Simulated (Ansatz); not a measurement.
# GeH5O (doublet): wave-function methods side by side at distance O1–H3 along a hydrogen transfer = 1.377 Å, cc-pVDZ

One table from this session's results is given with a row withheld; the runs are named, their logs left out.

Program: Ansatz 0.2.0, Gaussian basis. Level of theory: cc-pVDZ, core rule «outside noble gas», up to 15 orbitals frozen. These are calculated values, not measurements.

To be run: UHF; CCSD(T) on ROHF; CCSD(T) on UHF; BCCD(T) on ROHF; CISD; CCSDT(Q) on ROHF; CCSDT(Q) on UHF; CASSCF and MRCISD+Q, 3 electrons in 3 orbitals; CASSCF and NEVPT2, 3 electrons in 3 orbitals.

4 further runs of the same task are left out: 4 that didn't finish.

## What is computed

The geometry derives from fragments relaxed apart (PBE0/def2-TZVP) and kept rigid, so it is no stationary point. A hydrogen atom is moved between rigid fragments. No spin-orbit coupling is included. The filled d shell of Ge may be among the frozen orbitals whatever the setting's name suggests; the logs give the count.

7 atoms, charge 0, spin multiplicity 2.

Atoms are counted from 1 here; the program's logs count them from 0.

Bond lengths: O1–H2 0.960 Å, H3–Ge4 1.843 Å, Ge4–H5 1.539 Å, Ge4–H6 1.539 Å, Ge4–H7 1.539 Å. Angles: H3–Ge4–H5 107.7°, H3–Ge4–H6 107.7°, H3–Ge4–H7 107.7°, H5–Ge4–H6 111.2°, H5–Ge4–H7 111.2°, H6–Ge4–H7 111.2°.

Set-up of the first run:

Input file in.yaml:

```yaml
crystal:
  periodic: [false, false, false]
  atoms:
    - {symbol: O, position_ang: [-2.628028, -0.009969, -0.000001]}
    - {symbol: H, position_ang: [-2.877338, 0.916606, -0.000001]}
    - {symbol: H, position_ang: [-1.251028, -0.009969, -0.000001]}
    - {symbol: Ge, position_ang: [0.591972, -0.009969, 0.000000]}
    - {symbol: H, position_ang: [1.060639, -1.475884, 0.000000]}
    - {symbol: H, position_ang: [1.060641, 0.722988, -1.269519]}
    - {symbol: H, position_ang: [1.060640, 0.722988, 1.269520]}
basis:
  gaussian: {orbitals: cc-pVDZ}
magnetization: {spin_polarized: true, initial_magnetization: 1}
hamiltonian: {xc: hf}
output: {orbitals: {seedname: orbitals}}
```

Run with:

```
$ ansatz run in.yaml --threads 1 --pin off --events-out ev --progress --plain --max-ram 2502MiB
```

Steps of the session up to this table: UHF; CCSD(T) on ROHF; CCSD(T) on UHF; BCCD(T) on ROHF; CISD; CCSDT(Q) on ROHF; CCSDT(Q) on UHF; CASSCF and MRCISD+Q, 3 electrons in 3 orbitals; CASSCF and NEVPT2, 3 electrons in 3 orbitals.

One of the session's tables, all rows but one given; the rest of the session is left out.

```
       method  from UCCSDT(Q) (kJ/mol)
         ROHF                   +931.7
          UHF                   +894.6
         RMP2                   +140.5
         UMP2                   +141.8
         CISD                   +119.9
        RCCSD                    +24.0
        UCCSD                    +22.6
     RCCSD(T)                        ?
     UCCSD(T)                     +4.9
      BCCD(T)                     +4.8
       RCCSDT                     +2.1
       UCCSDT                     +1.8
    RCCSDT(Q)                     +0.1
    UCCSDT(Q)                        0
  CASSCF pair                   +845.4
  NEVPT2 pair                   +117.3
  MRCISD pair                    +92.6
MRCISD+Q pair                    +15.4
```

Estimate the missing values for RCCSD(T).

**Answer.** from UCCSDT(Q) (kJ/mol): +5.1. In the column «from UCCSDT(Q) (kJ/mol)» it lies between UCCSD(T) (+4.9) and MRCISD+Q pair (+15.4).

Caveats from the session: Restricted and unrestricted rows rest on different reference determinants; where their highest levels disagree by more than a few hundredths of an eV, they describe different states and don't form one ladder.
